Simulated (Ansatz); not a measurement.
I need energies of removing a hydrogen of CH2BNO2, SMILES N#COBO. Use Ansatz 0.2.0, Python API. Settings (for the species named): PBE, cc-pVDZ basis, multiplicity 1.

```yaml
atoms:
  - { symbol: N, position_ang: [0.6702, -2.1207, 1.9518] }
  - { symbol: C, position_ang: [0.3214, -1.5400, 0.9587] }
  - { symbol: O, position_ang: [-0.0581, -0.9004, -0.2124] }
  - { symbol: B, position_ang: [0.1596, 0.5839, -0.3168] }
  - { symbol: O, position_ang: [-0.2885, 1.2285, -1.5761] }
  - { symbol: H, position_ang: [0.4823, 1.2336, 0.5945] }
  - { symbol: H, position_ang: [-1.2257, 1.4470, -1.4455] }
```

The script, `ch2bno2_bde.py`:
```python
# -*- coding: utf-8 -*-
"""Cost of removing each kind of hydrogen from CH2BNO2, fragments frozen."""

import ansatz as az


def energy_of(molecule, charge=0, unpaired=0):
    calc = (
        molecule.calculation()
        .basis(gaussian="cc-pVDZ")
        .functional("pbe")
    )
    if charge:
        calc = calc.charge(charge)
    if unpaired:
        calc = calc.spin("collinear", total=unpaired)
    return calc.run(threads=1, backend="cpu").report["free_energy_ev"]

GEOMETRY = """
N     0.67020   -2.12070    1.95180
C     0.32140   -1.54000    0.95870
O    -0.05810   -0.90040   -0.21240
B     0.15960    0.58390   -0.31680
O    -0.28850    1.22850   -1.57610
H     0.48230    1.23360    0.59450
H    -1.22570    1.44700   -1.44550
"""

def without(molecule, index):
    rest = az.Crystal.molecule()
    for i, site in enumerate(molecule.cartesian_sites):
        if i != index:
            rest = rest.atom(site.symbol, site.position_ang)
    return rest

system = az.Crystal.molecule()
for line in GEOMETRY.strip().splitlines():
    symbol, *xyz = line.split()
    system = system.atom(symbol, [float(v) for v in xyz])

whole = energy_of(system, 0)
hydrogen = energy_of(az.Crystal.molecule().atom("H", (0, 0, 0)), 0, 1)
print(f"E(molecule) = {whole:.5f} eV, E(H) = {hydrogen:.5f} eV")
for index in [5, 6]:
    radical = energy_of(without(system, index), 0, 1)
    print(f"H{index}: homolysis {23.060548 * (radical + hydrogen - whole):.1f} kcal/mol")
    anion = energy_of(without(system, index), -1)
    print(f"H{index}: loss of a proton {23.060548 * (anion - whole):.1f} kcal/mol")
```

```console
$ python ch2bno2_bde.py
E(molecule) = -7322.09897 eV, E(H) = -13.56836 eV
H5: homolysis 104.2 kcal/mol
H5: loss of a proton 400.8 kcal/mol
H6: homolysis 106.5 kcal/mol
H6: loss of a proton 344.8 kcal/mol
```

What to keep in mind:
- Total energies depend on the basis set; only differences at equal settings carry meaning.
- The geometry is a force-field or estimated start, not a minimum of this method, and the basis set is short of its limit. All parts are taken at fixed geometry, without zero-point energy.
- This functional overbinds, so such energies come out a few per cent too high (LDA far more).
- Anions want diffuse functions, which this basis lacks.
- Run time: 11 s on 1 thread of Arm Neoverse V2 (shared host), peak memory 0.21 GiB.

(A comment or docstring line of the script was reworded after the run, the code is as it ran; lines on the test bed's own set-up are left out of the output.)
